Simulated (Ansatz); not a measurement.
# KSO3: the cost of one run

Computed with Ansatz 0.2.0 through its Python package. Level of theory: DFT r2SCAN, plane waves, PAW.

### 1 The system

KSO3 Pm-3m: It takes space group Pm-3m (No. 221, cubic). The conventional cell has a = 3.910 Å, b = 3.910 Å, c = 3.910 Å, α = 90.00°, β = 90.00°, γ = 90.00°. K (site symmetry m-3m) is surrounded by 12 O at 2.76 Å. S (site symmetry m-3m) is surrounded by 6 O at 1.95 to 1.96 Å. O (site symmetry 4/mmm) has 2 S at 1.96 Å and 8 O at 2.76 Å and 4 K at 2.76 Å as nearest neighbours.

KSeO3 Pm-3m: Symmetry: Pm-3m, No. 221, cubic system. The conventional cell has a = 4.000 Å, b = 4.000 Å, c = 4.000 Å, α = 90.00°, β = 90.00°, γ = 90.00°. K (site symmetry m-3m) has 12 O at 2.83 Å as nearest neighbours. Se (site symmetry m-3m) has 6 O at 2.00 Å as nearest neighbours. Around O (site symmetry 4/mmm) lie 2 Se at 2.00 Å and 4 K at 2.83 Å and 8 O at 2.83 Å.

KTeO3 Pm-3m: The structure is cubic, space group Pm-3m (No. 221). Conventional cell: a = 4.110 Å, b = 4.110 Å, c = 4.110 Å, α = 90.00°, β = 90.00°, γ = 90.00°. K (site symmetry m-3m) is surrounded by 12 O at 2.91 Å. Te (site symmetry m-3m) is surrounded by 6 O at 2.05 to 2.06 Å. O (site symmetry 4/mmm) is surrounded by 2 Te at 2.06 Å and 4 K at 2.91 Å and 8 O at 2.91 Å.

The script holds or builds the structure itself.

### 2 The script

Input file series.py:

```python
from dataclasses import dataclass
import warnings

import ansatz as az
import numpy as np
import pandas as pd


@dataclass
class RunConfig:
    functional: str = "r2SCAN"
    cutoff_ev: int = 500
    kspacing: float = 0.15
    occupations: str = "fermi_dirac"
    smearing_width: float = 0.1


cfg = RunConfig()


def perovskite(a_site, b_site, x_site, a):
    return (
        az.Lattice.cubic(a)
        .space_group(221)
        .atom(a_site, (0, 0, 0))
        .atom(b_site, (0.5, 0.5, 0.5))
        .atom(x_site, (0.5, 0.5, 0))
    )


def solve(name, crystal, relax=True):
    calc = (
        crystal.calculation()
        .functional(cfg.functional)
        .basis(cfg.cutoff_ev)
        .kpoints(spacing=cfg.kspacing)
        .occupations(cfg.occupations, width=cfg.smearing_width)
        .stress()
        .band_table()
    )
    if relax:
        calc = calc.relax(force_tolerance=0.02, max_steps=60, cell=True)
    return calc.run(threads=1, backend="cpu")

def bulk_modulus(name, outcome, step=0.015):
    # B = -V dP/dV from the pressures of two uniformly scaled cells, atoms held at their fractions
    pressure = []
    for factor in (1 - step, 1.0, 1 + step):
        cell = az.Crystal(lattice=az.Lattice.of(outcome.lattice.cell_ang * factor ** (1 / 3)))
        for site in outcome.report["lattice"]["sites"]:
            cell = cell.atom(site["symbol"], site["position_frac"])
        pressure.append(np.trace(solve(name, cell, relax=False).report["stress_gpa"]) / 3)
    slope, bend = (pressure[0] - pressure[2]) / (2 * step), abs(pressure[0] + pressure[2] - 2 * pressure[1])
    # a jump of mesh or basis between the cells shows as a kink: no modulus then
    return float(slope) if bend < 12 * step**2 * abs(slope) + 0.15 and abs(pressure[1]) < 1.5 else float("nan")


def volume_per_atom(outcome):
    return abs(np.linalg.det(outcome.lattice.cell_ang)) / len(outcome.lattice.sites)


def main() -> None:
    warnings.simplefilter("ignore", az.DeckWarning)

    phases = {}
    phases["KSO3"] = perovskite("K", "S", "O", 3.91)
    phases["KSeO3"] = perovskite("K", "Se", "O", 4.0)
    phases["KTeO3"] = perovskite("K", "Te", "O", 4.11)

    done = {}
    for name, crystal in phases.items():
        done[name] = solve(name, crystal)
        print(f"{name}: {done[name].report['energy_sigma0_ev']:.4f} eV, {len(done[name].lattice.sites)} atoms")

    rows = [(name, float(np.linalg.norm(o.lattice.cell_ang[0])), volume_per_atom(o), bulk_modulus(name, o)) for name, o in done.items()]
    print(pd.DataFrame(rows, columns=["compound", "a (A)", "V (A^3/atom)", "B (GPa)"]).round(4).to_string(index=False))


if __name__ == "__main__":
    main()
```

### 3 The input behind the calls

The package turns the script's settings into the engine's input (first run):

```yaml
crystal:
  lattice:
    bravais: cubic
    a: 3.91
  space_group: 221
  atoms:
    - { symbol: K, position: [0.0, 0.0, 0.0] }
    - { symbol: S, position: [0.5, 0.5, 0.5] }
    - { symbol: O, position: [0.5, 0.5, 0.0] }
basis:
  ecutwfc: 500.0
kpoints:
  mp_grid:
    kspacing: 0.15
hamiltonian:
  xc: r2scan
scf:
  occupations:
    method: fermi_dirac
    width: 0.1
relax:
  f_tol: 0.02
  max_steps: 60
  cell: {}
output:
  stress: true
  eigenvalues: true
```

### 4 The run

The run is started by

```console
$ python series.py
```

**Question.** How long does this script take on 1 thread of Arm Neoverse N1, shared host, and how much memory does it need?

About 9.3 min, with a peak of 0.68 GiB.
